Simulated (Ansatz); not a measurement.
**CH4AlNO2: two geometries relaxed**

Aim: relax the geometries before and after the shift of H7 from N1 to Al2, and see whether they are two minima and how far apart in energy. SMILES of the start: [NH2][Al]([OH])[CH]=O.

All numbers below are computed with Ansatz 0.2.0 (RKS PBE-D4/def2-SVP).

## 1. The system as given

Bond lengths: N1–Al2 1.907 Å, Al2–O3 1.836 Å, Al2–C4 1.970 Å, C4–O5 1.187 Å, N1–H6 1.014 Å, N1–H7 1.096 Å, O3–H8 1.039 Å, C4–H9 1.084 Å. Angles: N1–Al2–O3 119.9°, N1–Al2–C4 119.2°, O3–Al2–C4 120.8°, Al2–N1–H6 109.5°, Al2–N1–H7 105.1°, H6–N1–H7 102.6°, Al2–O3–H8 100.9°, Al2–C4–O5 122.9°, Al2–C4–H9 115.9°, O5–C4–H9 120.6°.

Coordinates:

```xyz
9

N     0.5499    1.1117    1.3650
Al   -0.2339   -0.2636    0.3010
O    -0.9229   -1.7625    1.1060
C    -0.1960   -0.0991   -1.6616
O     0.1723    0.8819   -2.2190
H     1.4804    1.3188    1.0193
H    -0.0076    2.0215    1.1132
H    -0.0741   -2.3573    1.1721
H    -0.6796   -0.8978   -2.2131
```

## 2. End point A

File input.yaml:

```yaml
crystal:
  periodic: [false, false, false]
  atoms:
    - { symbol: "N", position_ang: [0.5499, 1.1117, 1.365] }
    - { symbol: Al, position_ang: [-0.2339, -0.2636, 0.301] }
    - { symbol: O, position_ang: [-0.9229, -1.7625, 1.106] }
    - { symbol: C, position_ang: [-0.196, -0.0991, -1.6616] }
    - { symbol: O, position_ang: [0.1723, 0.8819, -2.219] }
    - { symbol: H, position_ang: [1.4804, 1.3188, 1.0193] }
    - { symbol: H, position_ang: [-0.0076, 2.0215, 1.1132] }
    - { symbol: H, position_ang: [-0.0741, -2.3573, 1.1721] }
    - { symbol: H, position_ang: [-0.6796, -0.8978, -2.2131] }
basis:
  gaussian: { orbitals: def2-SVP }
hamiltonian:
  xc: pbe
  dispersion: d4
relax:
  f_tol: 0.02
  max_steps: 50
```

The run is started by

```sh
$ ansatz run input.yaml --threads 2 --pin off --max-ram 3072MiB --backend cpu --events-out ev --progress --plain --runs-dir out
```

The log of the run, cut to the lines that bear on the results:

```text
Warning: RAYON_NUM_THREADS=2 ignored (pool sized by the plan → 2); use --threads N
[...]
Functional definition: PBE
[...]
1041 factors; their error is unknown
[...]
mean field -13265.19965571 eV, -487.4870958719 hartree, gradient 3.0e-5 eV, S^2 0.000000; 0 other end points of the search recorded, 0 dependent functions left out
[...]
reference -13265.19969386 eV, -487.4870972741 hartree; 23, 23 occupied and 71, 71 virtual orbitals, 1041 factors
relax step   1: F+E_penalty+E_count = -13265.34965340 eV  Δ(F+E_penalty+E_count) = +0.000e0 eV  max|allowed force component| = 2.716e0 eV/Å  Δτ_max = 0.0000 Å  (30 SCF iters, accepted)
[...]
relax step   5: F+E_penalty+E_count = -13266.13717679 eV  Δ(F+E_penalty+E_count) = -1.681e-1 eV  max|allowed force component| = 7.576e-1 eV/Å  Δτ_max = 0.2000 Å  (37 SCF iters, accepted)
[...]
relax step   9: F+E_penalty+E_count = -13266.46743343 eV  Δ(F+E_penalty+E_count) = -7.867e-2 eV  max|allowed force component| = 3.698e-1 eV/Å  Δτ_max = 0.1999 Å  (36 SCF iters, accepted)
[...]
relax step  13: F+E_penalty+E_count = -13266.56347738 eV  Δ(F+E_penalty+E_count) = -3.082e-3 eV  max|allowed force component| = 1.772e-1 eV/Å  Δτ_max = 0.0301 Å  (32 SCF iters, accepted)
[...]
relax step  17: F+E_penalty+E_count = -13266.56714024 eV  Δ(F+E_penalty+E_count) = -3.258e-4 eV  max|allowed force component| = 4.704e-2 eV/Å  Δτ_max = 0.0147 Å  (33 SCF iters, accepted)
[...]
relax step  18: F+E_penalty+E_count = -13266.56726644 eV  Δ(F+E_penalty+E_count) = -1.262e-4 eV  max|allowed force component| = 5.554e-3 eV/Å  Δτ_max = 0.0098 Å  (32 SCF iters, accepted)
1041 factors; their error is unknown
[...]
mean field -13266.41208664 eV, -487.5316518870 hartree, gradient 1.3e-5 eV, S^2 0.000000; 1 other end points of the search recorded, 0 dependent functions left out
[...]
reference -13266.41212343 eV, -487.5316532390 hartree; 23, 23 occupied and 71, 71 virtual orbitals, 1041 factors
Total energy: -13266.56730323 eV, -487.5373559915 hartree
Atom 0 at     0.528658     1.079447     1.041400 Å, force     0.000204    -0.000804     0.000371 eV/Å
Atom 1 at    -0.119809    -0.349660     0.205278 Å, force    -0.003807    -0.002399    -0.004816 eV/Å
Atom 2 at    -0.682568    -1.803712     0.925340 Å, force     0.001133     0.003085     0.000782 eV/Å
Atom 3 at    -0.154470    -0.127599    -1.804732 Å, force     0.000588    -0.001215     0.005554 eV/Å
Atom 4 at     0.266129     0.936026    -2.247278 Å, force    -0.000048     0.002102    -0.002570 eV/Å
Atom 5 at     0.831614     1.888853     0.492276 Å, force     0.000613    -0.000541     0.000976 eV/Å
Atom 6 at     0.664999     1.253942     2.037676 Å, force     0.000155     0.000714    -0.000409 eV/Å
Atom 7 at    -0.711801    -2.008660     1.871839 Å, force     0.000459    -0.000802    -0.000226 eV/Å
Atom 8 at    -0.534251    -0.915038    -2.538900 Å, force     0.000703    -0.000140     0.000338 eV/Å
Dipole moment:     0.015995    -0.049229     0.604843 e Å
```

Run time: 34 s. Hardware: 2 threads of Arm Neoverse V1, shared host; peak memory 0.15 GiB.

Step by step:

| step | energy from step 1 (eV) | largest force component (eV/Å) |
| --- | --- | --- |
| 1 | 0.0000 | 2.7162 |
| 2 | -0.3012 | 1.8856 |
| 3 | -0.3920 | 2.9390 |
| 4 | -0.6194 | 1.4327 |
| 5 | -0.7875 | 0.7576 |
| 6 | -0.8870 | 0.5090 |
| 7 | -0.9634 | 0.3258 |
| 8 | -1.0391 | 0.3423 |
| 9 | -1.1178 | 0.3698 |
| 10 | -1.1768 | 0.4677 |
| 11 | -1.2107 | 0.1787 |
| 12x | -1.2063 | 0.5795 |
| 13 | -1.2138 | 0.1772 |
| 14 | -1.2153 | 0.2802 |
| 15 | -1.2155 | 0.2904 |
| 16 | -1.2172 | 0.0454 |
| 17 | -1.2175 | 0.0470 |
| 18 | -1.2176 | 0.0056 |

Step 1 is the start. 1 step was tried and not accepted (marked x).

After: Bond lengths: N1–Al2 1.778 Å, Al2–O3 1.717 Å, Al2–C4 2.023 Å, C4–O5 1.226 Å, N1–H6 1.024 Å, N1–H7 1.021 Å, O3–H8 0.969 Å, C4–H9 1.142 Å. Angles: N1–Al2–O3 127.1°, N1–Al2–C4 112.7°, O3–Al2–C4 120.3°, Al2–N1–H6 119.4°, Al2–N1–H7 130.2°, H6–N1–H7 110.4°, Al2–O3–H8 126.8°, Al2–C4–O5 116.6°, Al2–C4–H9 124.7°, O5–C4–H9 118.7°.

## 3. Relaxing end B

The second end starts from a geometry with the move made by hand.

Edit input.yaml of step 2 so:

```diff
@@ -9,3 +9,3 @@
     - { symbol: H, position_ang: [1.4804, 1.3188, 1.0193] }
-    - { symbol: H, position_ang: [-0.0076, 2.0215, 1.1132] }
+    - { symbol: H, position_ang: [-1.46286, 0.63836, 0.51945] }
     - { symbol: H, position_ang: [-0.0741, -2.3573, 1.1721] }
```

The run is started by

```sh
$ ansatz run input.yaml --threads 2 --pin off --max-ram 3072MiB --backend cpu --events-out ev --progress --plain --runs-dir out
```

The log of the run, cut to the lines that bear on the results:

```text
Warning: RAYON_NUM_THREADS=2 ignored (pool sized by the plan → 2); use --threads N
[...]
[... 1 set-up line as earlier in the session ...]
[...]
1041 factors; their error is unknown
[...]
mean field -13260.80871993 eV, -487.3257319585 hartree, gradient 8.7e-6 eV, S^2 0.000000; 2 other end points of the search recorded, 0 dependent functions left out
[...]
reference -13260.80875781 eV, -487.3257333504 hartree; 23, 23 occupied and 71, 71 virtual orbitals, 1041 factors
relax step   1: F+E_penalty+E_count = -13260.96364216 eV  Δ(F+E_penalty+E_count) = +0.000e0 eV  max|allowed force component| = 3.017e0 eV/Å  Δτ_max = 0.0000 Å  (135 SCF iters, accepted)
[...]
relax step   5: F+E_penalty+E_count = -13262.61731164 eV  Δ(F+E_penalty+E_count) = -1.589e-1 eV  max|allowed force component| = 5.485e-1 eV/Å  Δτ_max = 0.1932 Å  (69 SCF iters, accepted)
[...]
relax step   9: F+E_penalty+E_count = -13265.63912076 eV  Δ(F+E_penalty+E_count) = -1.021e0 eV  max|allowed force component| = 1.638e0 eV/Å  Δτ_max = 0.1950 Å  (37 SCF iters, accepted)
[...]
relax step  13: F+E_penalty+E_count = -13266.26244321 eV  Δ(F+E_penalty+E_count) = -3.444e-2 eV  max|allowed force component| = 2.172e-1 eV/Å  Δτ_max = 0.2000 Å  (29 SCF iters, accepted)
[...]
relax step  17: F+E_penalty+E_count = -13266.30536194 eV  Δ(F+E_penalty+E_count) = +7.225e-3 eV  max|allowed force component| = 1.601e0 eV/Å  Δτ_max = 0.1954 Å  (37 SCF iters, rejected (line search))
[...]
relax step  18: F+E_penalty+E_count = -13266.34390603 eV  Δ(F+E_penalty+E_count) = -3.132e-2 eV  max|allowed force component| = 1.642e-1 eV/Å  Δτ_max = 0.0954 Å  (29 SCF iters, accepted)
```

## 4. More of the same log: end point B relaxed

Output, continued, cut to the lines that bear on the results:

```text
[...]
1041 factors; their error is unknown
[...]
mean field -13266.22297653 eV, -487.5247022186 hartree, gradient 2.0e-5 eV, S^2 0.000000; 0 other end points of the search recorded, 0 dependent functions left out
[...]
reference -13266.22301411 eV, -487.5247035995 hartree; 23, 23 occupied and 71, 71 virtual orbitals, 1041 factors
relax step  19: F+E_penalty+E_count = -13266.37450968 eV  Δ(F+E_penalty+E_count) = -3.060e-2 eV  max|allowed force component| = 3.319e-1 eV/Å  Δτ_max = 0.1000 Å  (29 SCF iters, accepted)
[...]
relax step  22: F+E_penalty+E_count = -13266.51941844 eV  Δ(F+E_penalty+E_count) = -3.365e-2 eV  max|allowed force component| = 5.611e-1 eV/Å  Δτ_max = 0.2000 Å  (37 SCF iters, accepted)
[...]
Total energy: -13266.56728316 eV, -487.5373552540 hartree
Atom 0 at     0.152890     0.966977     1.014349 Å, force     0.001305    -0.000532    -0.005906 eV/Å
Atom 1 at    -0.241050    -0.522705     0.127378 Å, force    -0.003442    -0.002217     0.004545 eV/Å
Atom 2 at    -0.624694    -2.056027     0.797972 Å, force     0.002459    -0.005313    -0.002091 eV/Å
Atom 3 at    -0.207893    -0.266607    -1.877005 Å, force    -0.003315    -0.004994     0.001049 eV/Å
Atom 4 at     0.069651     0.857633    -2.280789 Å, force     0.002446     0.007425    -0.012478 eV/Å
Atom 5 at     0.360562     1.822607     0.491782 Å, force     0.002340     0.002307    -0.000477 eV/Å
Atom 6 at     0.216513     1.138525     2.018144 Å, force    -0.001036     0.002810     0.010027 eV/Å
Atom 7 at    -0.665547    -2.284073     1.738551 Å, force    -0.001955    -0.002889     0.008199 eV/Å
Atom 8 at    -0.427192    -1.085871    -2.641232 Å, force     0.001197     0.003404    -0.002868 eV/Å
Dipole moment:    -0.002743    -0.060203     0.602954 e Å
```

Run time: 61 s. Hardware: 2 threads of Arm Neoverse V1, shared host; peak memory 0.18 GiB.

Relaxation path, one in 2:

| step | energy from step 1 (eV) | largest force component (eV/Å) |
| --- | --- | --- |
| 1 | 0.0000 | 3.0174 |
| 3 | -1.2154 | 1.9273 |
| 5 | -1.6537 | 0.5485 |
| 7 | -2.5808 | 1.7617 |
| 9 | -4.6755 | 1.6377 |
| 11 | -5.1414 | 1.2179 |
| 13 | -5.2988 | 0.2172 |
| 15 | -5.3187 | 0.2670 |
| 17x | -5.3417 | 1.6011 |
| 19 | -5.4109 | 0.3319 |
| 21 | -5.5221 | 0.4334 |
| 23 | -5.5974 | 0.2897 |
| 25 | -5.6013 | 0.2297 |
| 27 | -5.6029 | 0.1400 |
| 29 | -5.6036 | 0.0215 |
| 30 | -5.6036 | 0.0125 |

Step 1 is the start. 1 step was tried and not accepted (marked x).

After: Bond lengths: N1–Al2 1.778 Å, Al2–O3 1.717 Å, Al2–C4 2.021 Å, C4–O5 1.226 Å, N1–H6 1.024 Å, N1–H7 1.020 Å, O3–H8 0.969 Å, C4–H9 1.142 Å. Angles: N1–Al2–O3 127.1°, N1–Al2–C4 112.6°, O3–Al2–C4 120.3°, Al2–N1–H6 119.4°, Al2–N1–H7 130.2°, H6–N1–H7 110.4°, Al2–O3–H8 126.8°, Al2–C4–O5 116.5°, Al2–C4–H9 124.7°, O5–C4–H9 118.7°.

Pairs that crossed the distance rule for bonds on the way: came closer N1–H7; moved apart Al2–H7.

## 5. Results

```
                           quantity                     value
                              end A  16 moves, 1.218 eV lower
                              end B  28 moves, 5.604 eV lower
largest difference between the ends                    0.01 Å
            end B relative to end A                 +0.000 eV
```

**Reading.** The two relaxations end at one structure, within 0.01 Å: no second minimum was found from this start, which doesn't rule one out.
